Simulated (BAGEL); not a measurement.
**C2H6AlCl (dimethylaluminum chloride) at 4 levels**

Aim: a comparison of 4 runs (HF/STO-3G, HF/3-21G, HF/6-31G*, HF/cc-pVDZ) of C2H6AlCl (dimethylaluminum chloride). 

The results are computed with BAGEL 1.2.2.

8 further runs of the same task are left out: 6 that didn't finish, 2 set aside as unsound or not needed.

## 1. The molecule

C2H6AlCl: 10 atoms, total charge 0, spin state singlet. SMILES: `[CH3][Al]([CH3])[Cl]`. The Al2–Cl4 distance was set to 2.748 Å, away from the relaxed value.

Bond lengths: C1–Al2 1.942 Å, Al2–C3 1.942 Å, C1–H5 1.092 Å, C1–H6 1.095 Å, C1–H7 1.095 Å, C3–H8 1.095 Å, C3–H9 1.093 Å, C3–H10 1.094 Å. Some angles: C1–Al2–C3 125.8°, Al2–C1–H5 112.5°, Al2–C1–H6 110.7°, Al2–C1–H7 110.7°, Al2–C3–H8 110.7°, Al2–C3–H9 112.6°, Al2–C3–H10 110.7°, H5–C1–H6 108.1°, H5–C1–H7 108.1°, H6–C1–H7 106.4°.

## 2. The energy at HF/STO-3G (density fitting with qzvpp-jkfit) (run 1)

Input file hf.json:

```json
{ "bagel" : [

{
  "title" : "molecule",
  "basis" : "sto-3g",
  "df_basis" : "qzvpp-jkfit",
  "angstrom" : true,
  "geometry" : [
    { "atom" : "C", "xyz" : [   -0.259709,    1.835664,   -0.661311 ] },
    { "atom" : "Al", "xyz" : [    0.005691,    0.030864,    0.005489 ] },
    { "atom" : "C", "xyz" : [    1.000191,   -0.454736,    1.601389 ] },
    { "atom" : "Cl", "xyz" : [   -1.112300,   -2.038200,   -1.415400 ] },
    { "atom" : "H", "xyz" : [   -0.863409,    1.861264,   -1.570411 ] },
    { "atom" : "H", "xyz" : [   -0.752209,    2.458864,    0.092489 ] },
    { "atom" : "H", "xyz" : [    0.701791,    2.313064,   -0.878111 ] },
    { "atom" : "H", "xyz" : [    0.360391,   -0.993736,    2.307189 ] },
    { "atom" : "H", "xyz" : [    1.416691,    0.414164,    2.116689 ] },
    { "atom" : "H", "xyz" : [    1.824891,   -1.130036,    1.353089 ] }
  ]
},
{ "title" : "hf" },
{ "title" : "print", "file" : "orbitals.molden", "orbitals" : true }

]}
```

Run with:

```sh
$ BAGEL_NUM_THREADS=1 BAGEL hf.json > hf.out
```

What it wrote:

```text
* using 1 threads per process

  ===============================================================
  ===============================================================

  *** Geometry ***

  { "atom" : "C", "xyz" : [     -0.490779,      3.468902,     -1.249697 ] },
  { "atom" : "Al", "xyz" : [      0.010754,      0.058325,      0.010373 ] },
  { "atom" : "C", "xyz" : [      1.890087,     -0.859326,      3.026187 ] },
  { "atom" : "Cl", "xyz" : [     -2.101942,     -3.851640,     -2.674718 ] },
  { "atom" : "H", "xyz" : [     -1.631607,      3.517279,     -2.967647 ] },
  { "atom" : "H", "xyz" : [     -1.421469,      4.646580,      0.174779 ] },
  { "atom" : "H", "xyz" : [      1.326193,      4.371057,     -1.659389 ] },
  { "atom" : "H", "xyz" : [      0.681040,     -1.877889,      4.359955 ] },
  { "atom" : "H", "xyz" : [      2.677158,      0.782657,      3.999963 ] },
  { "atom" : "H", "xyz" : [      3.448544,     -2.135459,      2.556968 ] },

  Number of auxiliary basis functions:      514

  Since a DF basis is specified, we compute 2- and 3-index integrals:
    o Being stored without compression. Storage requirement is 0.005 GB

  Number of basis functions:       34
  Number of electrons      :       48

    * METHOD: MOLECULE                             0.14

  *** RHF ***

  === Nuclear Repulsion ===
   171.0005085303

      * DIIS with orbital gradients will be used.

  === RHF iteration (sto-3g) ===
      0       -771.87724309          0.00983283           0.02
      1       -771.94732073          0.00247408           0.02
      2       -771.95155852          0.00059611           0.02
      3       -771.95184746          0.00010160           0.02
      4       -771.95185401          0.00002137           0.02
      5       -771.95185431          0.00000465           0.02
      6       -771.95185432          0.00000047           0.02
      7       -771.95185432          0.00000010           0.02
      8       -771.95185432          0.00000001           0.02
      9       -771.95185432          0.00000000           0.02
    * SCF iteration converged.

    * Permanent dipole moment:
           (   -1.022588,    -1.900837,    -1.298787) a.u.

    * METHOD: HF                                   0.26

    * METHOD: PRINT                                0.00

  ===============================================================
```

It took 0.56 s on 1 thread of Intel Xeon 6975P-C (Granite Rapids), shared host; peak memory 0.079 GiB.

## 3. A single-point energy at HF/3-21G (density fitting with qzvpp-jkfit) (run 2)

Input file hf.json:

```json
{ "bagel" : [

{
  "title" : "molecule",
  "basis" : "3-21g",
  "df_basis" : "qzvpp-jkfit",
  "angstrom" : true,
  "geometry" : [
    { "atom" : "C", "xyz" : [      -0.259709,       1.835664,      -0.661311 ] },
    { "atom" : "Al", "xyz" : [       0.005691,       0.030864,       0.005489 ] },
    { "atom" : "C", "xyz" : [       1.000191,      -0.454736,       1.601389 ] },
    { "atom" : "Cl", "xyz" : [      -1.112300,      -2.038200,      -1.415400 ] },
    { "atom" : "H", "xyz" : [      -0.863409,       1.861264,      -1.570411 ] },
    { "atom" : "H", "xyz" : [      -0.752209,       2.458864,       0.092489 ] },
    { "atom" : "H", "xyz" : [       0.701791,       2.313064,      -0.878111 ] },
    { "atom" : "H", "xyz" : [       0.360391,      -0.993736,       2.307189 ] },
    { "atom" : "H", "xyz" : [       1.416691,       0.414164,       2.116689 ] },
    { "atom" : "H", "xyz" : [       1.824891,      -1.130036,       1.353089 ] }
  ]
},

{ "title" : "hf" },

{ "title" : "print", "file" : "orbitals.molden", "orbitals" : true }

]}
```

Run with:

```sh
$ BAGEL_NUM_THREADS=1 BAGEL hf.json > hf.out
```

What it wrote:

```text
* using 1 threads per process

  ===============================================================
  ===============================================================

  *** Geometry ***

  { "atom" : "C", "xyz" : [     -0.490779,      3.468902,     -1.249697 ] },
  { "atom" : "Al", "xyz" : [      0.010754,      0.058325,      0.010373 ] },
  { "atom" : "C", "xyz" : [      1.890087,     -0.859326,      3.026187 ] },
  { "atom" : "Cl", "xyz" : [     -2.101942,     -3.851640,     -2.674718 ] },
  { "atom" : "H", "xyz" : [     -1.631607,      3.517279,     -2.967647 ] },
  { "atom" : "H", "xyz" : [     -1.421469,      4.646580,      0.174779 ] },
  { "atom" : "H", "xyz" : [      1.326193,      4.371057,     -1.659389 ] },
  { "atom" : "H", "xyz" : [      0.681040,     -1.877889,      4.359955 ] },
  { "atom" : "H", "xyz" : [      2.677158,      0.782657,      3.999963 ] },
  { "atom" : "H", "xyz" : [      3.448544,     -2.135459,      2.556968 ] },

  Number of auxiliary basis functions:      514

  Since a DF basis is specified, we compute 2- and 3-index integrals:
    o Being stored without compression. Storage requirement is 0.013 GB

  Number of basis functions:       56
  Number of electrons      :       48

    * METHOD: MOLECULE                             0.25

  *** RHF ***

  === Nuclear Repulsion ===
   171.0005085303

      * DIIS with orbital gradients will be used.

  === RHF iteration (3-21g) ===
      0       -776.64464558          0.01753494           0.05
      1       -776.73735239          0.00541468           0.04
      2       -776.74950952          0.00128593           0.04
      3       -776.75029316          0.00014535           0.04
      4       -776.75031963          0.00003726           0.04
      5       -776.75032126          0.00001618           0.04
      6       -776.75032156          0.00000516           0.04
      7       -776.75032159          0.00000049           0.04
      8       -776.75032159          0.00000011           0.04
      9       -776.75032159          0.00000004           0.04
     10       -776.75032159          0.00000001           0.05
    * SCF iteration converged.

    * Permanent dipole moment:
           (   -1.057952,    -1.951055,    -1.345156) a.u.

    * METHOD: HF                                   0.64

    * METHOD: PRINT                                0.01

  ===============================================================
```

It took 1.1 s on 1 thread of Intel Xeon 6975P-C (Granite Rapids), shared host; peak memory 0.099 GiB.

## 4. The energy at HF/6-31G(d) (density fitting with qzvpp-jkfit, spherical functions) (run 3)

Input file job.json:

```json
{ "bagel" : [

{
  "title" : "molecule",
  "basis" : "6-31gs.json",
  "df_basis" : "qzvpp-jkfit",
  "angstrom" : true,
  "geometry" : [
    { "atom" : "C", "xyz" : [      -0.259709,       1.835664,      -0.661311 ] },
    { "atom" : "Al", "xyz" : [       0.005691,       0.030864,       0.005489 ] },
    { "atom" : "C", "xyz" : [       1.000191,      -0.454736,       1.601389 ] },
    { "atom" : "Cl", "xyz" : [      -1.112300,      -2.038200,      -1.415400 ] },
    { "atom" : "H", "xyz" : [      -0.863409,       1.861264,      -1.570411 ] },
    { "atom" : "H", "xyz" : [      -0.752209,       2.458864,       0.092489 ] },
    { "atom" : "H", "xyz" : [       0.701791,       2.313064,      -0.878111 ] },
    { "atom" : "H", "xyz" : [       0.360391,      -0.993736,       2.307189 ] },
    { "atom" : "H", "xyz" : [       1.416691,       0.414164,       2.116689 ] },
    { "atom" : "H", "xyz" : [       1.824891,      -1.130036,       1.353089 ] }
  ]
},

{ "title" : "hf" },

{ "title" : "print", "file" : "orbitals.molden", "orbitals" : true }

]}
```

The basis set 6-31G* is read from a file made from the Basis Set Exchange's data (not shown).

Run with:

```sh
$ BAGEL_NUM_THREADS=1 BAGEL job.json > job.out
```

What it wrote:

```text
* using 1 threads per process

  ===============================================================
  ===============================================================

  *** Geometry ***

  { "atom" : "C", "xyz" : [     -0.490779,      3.468902,     -1.249697 ] },
  { "atom" : "Al", "xyz" : [      0.010754,      0.058325,      0.010373 ] },
  { "atom" : "C", "xyz" : [      1.890087,     -0.859326,      3.026187 ] },
  { "atom" : "Cl", "xyz" : [     -2.101942,     -3.851640,     -2.674718 ] },
  { "atom" : "H", "xyz" : [     -1.631607,      3.517279,     -2.967647 ] },
  { "atom" : "H", "xyz" : [     -1.421469,      4.646580,      0.174779 ] },
  { "atom" : "H", "xyz" : [      1.326193,      4.371057,     -1.659389 ] },
  { "atom" : "H", "xyz" : [      0.681040,     -1.877889,      4.359955 ] },
  { "atom" : "H", "xyz" : [      2.677158,      0.782657,      3.999963 ] },
  { "atom" : "H", "xyz" : [      3.448544,     -2.135459,      2.556968 ] },

  Number of auxiliary basis functions:      514

  Since a DF basis is specified, we compute 2- and 3-index integrals:
    o Being stored without compression. Storage requirement is 0.024 GB

  Number of basis functions:       76
  Number of electrons      :       48

    * METHOD: MOLECULE                             0.19

  *** RHF ***

  === Nuclear Repulsion ===
   171.0005085303

      * DIIS with orbital gradients will be used.

  === RHF iteration (6-31gs.json) ===
      0       -780.51430696          0.01418571           0.05
      1       -780.63146795          0.00513427           0.05
      2       -780.64875426          0.00121232           0.05
      3       -780.64994004          0.00014783           0.05
      4       -780.64997007          0.00004503           0.05
      5       -780.64997394          0.00001697           0.05
      6       -780.64997449          0.00000604           0.05
      7       -780.64997457          0.00000140           0.05
      8       -780.64997457          0.00000031           0.05
      9       -780.64997457          0.00000008           0.05
     10       -780.64997457          0.00000003           0.05
     11       -780.64997457          0.00000001           0.05
    * SCF iteration converged.

    * Permanent dipole moment:
           (   -1.003720,    -1.855439,    -1.275778) a.u.

    * METHOD: HF                                   0.70

    * METHOD: PRINT                                0.01

  ===============================================================
```

It took 1.1 s on 1 thread of Intel Xeon 6975P-C (Granite Rapids), shared host; peak memory 0.12 GiB.

## 5. A single-point energy at HF/cc-pVDZ (density fitting with qzvpp-jkfit) (run 4)

Input file input.json:

```json
{ "bagel": [

{
  "title": "molecule",
  "basis": "cc-pvdz.json",
  "df_basis": "qzvpp-jkfit",
  "angstrom": "true",
  "geometry": [
    { "atom": "C", "xyz": [      -0.259709,       1.835664,      -0.661311 ] },
    { "atom": "Al", "xyz": [       0.005691,       0.030864,       0.005489 ] },
    { "atom": "C", "xyz": [       1.000191,      -0.454736,       1.601389 ] },
    { "atom": "Cl", "xyz": [      -1.112300,      -2.038200,      -1.415400 ] },
    { "atom": "H", "xyz": [      -0.863409,       1.861264,      -1.570411 ] },
    { "atom": "H", "xyz": [      -0.752209,       2.458864,       0.092489 ] },
    { "atom": "H", "xyz": [       0.701791,       2.313064,      -0.878111 ] },
    { "atom": "H", "xyz": [       0.360391,      -0.993736,       2.307189 ] },
    { "atom": "H", "xyz": [       1.416691,       0.414164,       2.116689 ] },
    { "atom": "H", "xyz": [       1.824891,      -1.130036,       1.353089 ] }
  ]
},

{ "title": "hf", "charge": 0 },

{ "title": "print", "file": "orbitals.molden", "orbitals": "true" }

]}
```

The basis set cc-pVDZ is read from a file made from the Basis Set Exchange's data (not shown).

Run with:

```sh
$ BAGEL_NUM_THREADS=1 BAGEL input.json > input.out
```

What it wrote:

```text
* using 1 threads per process

  ===============================================================
  ===============================================================

  *** Geometry ***

  { "atom" : "C", "xyz" : [     -0.490779,      3.468902,     -1.249697 ] },
  { "atom" : "Al", "xyz" : [      0.010754,      0.058325,      0.010373 ] },
  { "atom" : "C", "xyz" : [      1.890087,     -0.859326,      3.026187 ] },
  { "atom" : "Cl", "xyz" : [     -2.101942,     -3.851640,     -2.674718 ] },
  { "atom" : "H", "xyz" : [     -1.631607,      3.517279,     -2.967647 ] },
  { "atom" : "H", "xyz" : [     -1.421469,      4.646580,      0.174779 ] },
  { "atom" : "H", "xyz" : [      1.326193,      4.371057,     -1.659389 ] },
  { "atom" : "H", "xyz" : [      0.681040,     -1.877889,      4.359955 ] },
  { "atom" : "H", "xyz" : [      2.677158,      0.782657,      3.999963 ] },
  { "atom" : "H", "xyz" : [      3.448544,     -2.135459,      2.556968 ] },

  Number of auxiliary basis functions:      514

  Since a DF basis is specified, we compute 2- and 3-index integrals:
    o Being stored without compression. Storage requirement is 0.036 GB

  Number of basis functions:       94
  Number of electrons      :       48

    * METHOD: MOLECULE                             0.21

  *** RHF ***

  === Nuclear Repulsion ===
   171.0005085303

      * DIIS with orbital gradients will be used.

  === RHF iteration (cc-pvdz.json) ===
      0       -780.50440395          0.01366647           0.07
      1       -780.66741950          0.00559052           0.07
      2       -780.69428400          0.00120390           0.06
      3       -780.69573253          0.00012052           0.08
      4       -780.69575798          0.00003737           0.08
      5       -780.69576134          0.00001192           0.06
      6       -780.69576176          0.00000503           0.06
      7       -780.69576182          0.00000176           0.06
      8       -780.69576183          0.00000034           0.06
      9       -780.69576183          0.00000009           0.06
     10       -780.69576183          0.00000002           0.06
     11       -780.69576183          0.00000001           0.06
    * SCF iteration converged.

    * Permanent dipole moment:
           (   -0.958193,    -1.772446,    -1.217718) a.u.

    * METHOD: HF                                   0.97

    * METHOD: PRINT                                0.01

  ===============================================================
```

Run time: 1.3 s. Hardware: 1 thread of Intel Xeon 6975P-C (Granite Rapids), shared host; peak memory 0.15 GiB.

## 6. All runs side by side

```csv
run,level,energy (Eh),dipole moment (D),HOMO energy (eV),LUMO energy (eV),wall time
1,HF/STO-3G (density fitting with qzvpp-jkfit),-771.951854,6.40,-7.36,5.45,0.56 s
2,HF/3-21G (density fitting with qzvpp-jkfit),-776.750322,6.60,-10.59,1.18,1.1 s
3,"HF/6-31G* (density fitting with qzvpp-jkfit, spherical functions)",-780.649975,6.27,-10.64,1.23,1.1 s
4,HF/cc-pVDZ (density fitting with qzvpp-jkfit),-780.695762,5.98,-10.58,1.32,1.3 s
```

## 7. Results

```
            quantity          value
 run 4: total energy  -780.69576 Eh
run 4: dipole moment         5.98 D
  run 4: HOMO energy      -10.58 eV
  run 4: LUMO energy        1.32 eV
run 4: HOMO–LUMO gap       11.90 eV
```

**Reading.** The dipole moment (its size) runs from 5.98 D (HF/cc-pVDZ) to 6.60 D (HF/3-21G). The HOMO–LUMO gap runs from 11.77 eV (HF/3-21G) to 12.81 eV (HF/STO-3G). In run 1 the basis is minimal, so the values are rough. All runs together took 4 s, the longest 1.3 s.
